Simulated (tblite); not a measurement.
# C4H12N2SSi2: the cost of one run

The runs use tblite 0.8.0 and PySCF 2.14.0, with density-fitted response routines of our own; the level of theory stands in each step. All values are computed, except where a source is named. Atoms count from 0, in the outputs and in this text.

**1. The starting structure**

21 atoms, charge 0, multiplicity 1; geometry from: force field or distance geometry start.

Bonds of the start (Å): C0–N1 1.27, N1–Si2 1.75, Si2–C3 1.92, C3–C4 1.56, C4–N5 1.46, N5–Si6 1.74, Si6–S7 2.13, S7–C8 1.80, Si6–Si2 2.33, C0–H9 1.10, C0–H10 1.11, Si2–H11 1.49, C3–H12 1.11, C3–H13 1.09, C4–H14 1.09, C4–H15 1.09, N5–H16 1.02, Si6–H17 1.48, C8–H18 1.10, C8–H19 1.09, C8–H20 1.10.

**2. Optimising the geometry with GFN2-xTB**

The job: settings as JSON, then the geometry in Å.

```
{"job": {"kind": "relax", "xc": "GFN2-xTB", "basis": "xTB"}, "charge": 0, "multiplicity": 1}
C     -2.266600     2.740500    -0.405600
N     -1.514600     2.066800     0.365100
Si    -0.647200     0.725700    -0.340200
C     -1.861900    -0.756200    -0.373300
C     -1.072400    -2.087000    -0.217600
N     -0.095900    -1.981600     0.868700
Si     0.822200    -0.510700     0.976600
S      2.677700    -0.964000     0.024700
C      3.639200     0.541700     0.229000
H     -2.430700     2.543700    -1.478000
H     -2.839800     3.596200     0.006700
H     -0.189400     1.059000    -1.713500
H     -2.565900    -0.658500     0.483600
H     -2.437900    -0.759900    -1.295500
H     -1.764000    -2.904500    -0.025000
H     -0.554900    -2.311600    -1.153900
H      0.559300    -2.761300     0.832100
H      0.997300    -0.144200     2.402300
H      3.775100     0.775900     1.294100
H      4.623400     0.410900    -0.223000
H      3.138000     1.396000    -0.257700
```

Command:

```sh
> OMP_NUM_THREADS=1 python probes_run.py task.json out
```

The driver reads the jobs from task.json and runs them one after another.

**Question.** How long does this first job take on 1 thread of Intel Xeon at 2.50GHz, shared host, and how much memory does it need?

About 3.8 s, with a peak of 0.18 GiB.
